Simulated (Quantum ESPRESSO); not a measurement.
**GeCN2: equation of state with PBE**

The system is GeCN2.

```
CELL_PARAMETERS angstrom
1.79379 1.03565 4.92196
-1.79379 1.03565 4.92196
0.00000 -2.07129 4.92196
ATOMIC_POSITIONS crystal
Ge 0.00000 0.00000 0.00000
N 0.58390 0.58390 0.58390
N 0.41610 0.41610 0.41610
C 0.50000 0.50000 0.50000
```

The cell comes from a database or a generator and needn't be the stable form of this composition.

```
Program             : Quantum ESPRESSO 7.5
Task                : equation of state
Functional          : PBE
Potentials or basis : SSSP 1.3 efficiency PBE
Cutoff              : 816 eV
Density cutoff      : 6531 eV
k mesh              : 9 × 9 × 9
Occupations         : fermi-dirac, width 0.05 eV
Spin                : no spin polarisation
Mixing beta         : 0.5
Most SCF iterations : 120
SCF threshold       : 8e-10 Ry
```

| Quantity | Value |
| --- | --- |
| Equilibrium volume | 13.71 Å³/atom |
| Bulk modulus at fixed shape and positions | 131 GPa |
| Pressure derivative of the bulk modulus | 3.8 |

Energy against volume, from the lowest point:
```
volume (Å³/atom)  energy (meV/atom)
          12.893              21.89
          13.167               9.33
          13.441               2.20
          13.716               0.00
          13.990               2.27
          14.264               8.60
          14.538              18.61
```

All runs of the series together: 9.4 min on 2 threads of Arm Neoverse V2, on a shared host.

Caveat: the cell was scaled at fixed shape and fractional positions, which overstates the stiffness of a crystal with free parameters, most of all of layers and chains.
